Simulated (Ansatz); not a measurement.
# CH₃F₂Ga: basis-set convergence

The task here is to estimate one member of a computed series from the others.

Method: one geometry, several basis sets; program: Ansatz 0.2.0, Gaussian basis.

The runs, in order: PBE0-D4/def2-SVP; ωB97M-V/def2-SVP; PBE0-D4/def2-QZVPP; ωB97M-V/def2-QZVPP; the functionals' def2-TZVPP values are taken from earlier runs.

**The geometry**

An earlier PBE0-D4 in a triple-zeta def2 set relaxation fixed the geometry.

SMILES `[CH3][Ga]([F])[F]`, 7 atoms, charge 0, spin multiplicity 1.

Atoms are counted from 1 here; the program's logs count them from 0.

Bond lengths: C1–Ga2 1.935 Å, C1–H5 1.089 Å, C1–H6 1.090 Å, C1–H7 1.091 Å, Ga2–F3 1.747 Å, Ga2–F4 1.747 Å. Angles: Ga2–C1–H5 110.1°, Ga2–C1–H6 110.0°, Ga2–C1–H7 109.2°, H5–C1–H6 110.1°, H5–C1–H7 108.8°, H6–C1–H7 108.6°, C1–Ga2–F3 124.7°, C1–Ga2–F4 124.8°, F3–Ga2–F4 110.6°.

The first run:

The input, in.yaml:

```yaml
crystal:
  periodic: [false, false, false]
  atoms:
    - {symbol: C, position_ang: [-0.332495, 0.860354, -0.249844]}
    - {symbol: Ga, position_ang: [0.330517, -0.884112, 0.260852]}
    - {symbol: F, position_ang: [1.366184, -1.190739, 1.634154]}
    - {symbol: F, position_ang: [-0.015081, -2.369889, -0.590878]}
    - {symbol: H, position_ang: [-1.261551, 0.758653, -0.809439]}
    - {symbol: H, position_ang: [-0.494762, 1.471429, 0.637555]}
    - {symbol: H, position_ang: [0.407188, 1.354314, -0.882410]}
basis:
  gaussian: {orbitals: def2-SVP}
hamiltonian: {xc: pbe0, dispersion: d4}
output: {orbitals: {seedname: orbitals}}
```

Among the steps run: PBE0-D4 in def2-SVP; ωB97M-V in def2-SVP; PBE0-D4 in def2-QZVPP; ωB97M-V in def2-QZVPP.

One of the session's tables, all rows but one given; the rest of the session is left out.

It belongs to the step «Functionals by basis». 

```
functional       basis  HOMO (eV)
   PBE0-D4    def2-SVP      -9.52
   PBE0-D4  def2-TZVPP      -9.61
   PBE0-D4  def2-QZVPP          ?
   ωB97M-V    def2-SVP     -11.78
   ωB97M-V  def2-TZVPP     -11.89
   ωB97M-V  def2-QZVPP     -11.92
```

**Question.** Estimate the row for PBE0-D4, def2-QZVPP.

As computed: HOMO (eV): -9.64. In the column «HOMO (eV)» it lies between ωB97M-V, def2-SVP (-11.78) and PBE0-D4, def2-TZVPP (-9.61).
